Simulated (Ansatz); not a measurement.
# RuRh: how the settings move a single-point run

How sensitive is a single-point run of RuRh to its settings? A reference run comes first, then one run with altered input.

Program: Ansatz 0.2.0. Level of theory: reference: DFT, PBEsol, PAW with Ansatz's default frozen-core files, scalar-relativistic. These are calculated values, not measurements.

### Step 1. The structure to begin with

The structure is hexagonal, space group P-6m2 (No. 187). Conventional cell: a = 2.709 Å, b = 2.709 Å, c = 4.298 Å, α = 90.00°, β = 90.00°, γ = 120.00°. Ru (site symmetry -6m2) is surrounded by 6 Rh at 2.66 Å and 6 Ru at 2.71 Å. Rh (site symmetry -6m2) has 6 Ru at 2.66 Å and 6 Rh at 2.71 Å as nearest neighbours.

Structure file:

```cif
data_structure
_symmetry_space_group_name_H-M 'P-6m2'
_symmetry_Int_Tables_number 187
_cell_length_a 2.7094
_cell_length_b 2.7094
_cell_length_c 4.2984
_cell_angle_alpha 90.000
_cell_angle_beta 90.000
_cell_angle_gamma 120.000
_cell_volume 27.33
loop_
_atom_site_label
_atom_site_type_symbol
_atom_site_symmetry_multiplicity
_atom_site_Wyckoff_symbol
_atom_site_fract_x
_atom_site_fract_y
_atom_site_fract_z
_atom_site_occupancy
Ru1 Ru 1 b 0.00000 0.00000 0.50000 1
Rh1 Rh 1 e 0.66667 0.33333 0.00000 1
```

### Step 2. Baseline

The input, input.yaml:

```yaml
crystal:
  lattice:
    - [2.7094150211, 0.0, 0.0]
    - [-1.3547075106, 2.3464222377, 0.0]
    - [0.0, 0.0, 4.2983681]
  atoms:
    - { symbol: Ru, position: [0.0, 0.0, 0.5] }
    - { symbol: Rh, position: [0.6666666667, 0.3333333333, 0.0] }
kpoints:
  mp_grid: { grid: [15, 15, 9] }
  band_path:
    path:
      - [0.0, 0.0, 0.0]
      - [0.5, 0.0, 0.0]
      - [0.3333333333, 0.3333333333, 0.0]
      - [0.0, 0.0, 0.0]
      - [0.0, 0.0, 0.5]
      - [0.5, 0.0, 0.5]
      - [0.3333333333, 0.3333333333, 0.5]
      - [0.0, 0.0, 0.5]
      - [0.5, 0.0, 0.5]
    npoints: 6
scf:
  occupations: { method: fermi_dirac, width: 0.05 }
hamiltonian:
  xc: pbesol
  pseudopotentials: { kind: paw }
output:
  forces: true
  stress: true
  eigenvalues: true
  populations: true
```

Run with:

```sh
$ ansatz run input.yaml --threads 1 --pin off --max-ram 2048MiB --backend cpu --events-out ev --progress --plain --runs-dir out
```

### Step 3. Changed: xc_grid 1

Changes to input.yaml since step 2:

```diff
@@ -32 +32,3 @@
   populations: true
+basis:
+  xc_grid: 1
```

**Question.** What will these runs give? Wanted: for each run, ending; energy change; pressure; gap; force.

As calculated:

| run | ending | energy change | pressure (GPa) | gap (eV) | force (eV/Å) | cycles | time |
| --- | --- | --- | --- | --- | --- | --- | --- |
| reference | converged | 0 | -5.7 | 0.00 | 0.00 | 6 | 3.9 s |
| 1: xc_grid 1 | converged | 0.0 meV/atom | -5.7 | 0.00 | 0.00 | 6 | 4 s |

Residual by cycle in the longest SCF loop of each run; runs are numbered as in the table. The quantity is the density residual dr2, in eV.

| cycle | reference | run 1 |
| --- | --- | --- |
| 1 | 0.0291 | 0.0291 |
| 2 | 0.00759 | 0.00759 |
| 3 | 2.0e-5 | 2.0e-5 |
| 4 | 4.2e-6 | 4.2e-6 |
| 5 | 1.4e-7 | 1.4e-7 |
| 6 | 3.3e-9 | 3.3e-9 |

Changing the numerical grids leaves the energy as it was (0.0 meV/atom).
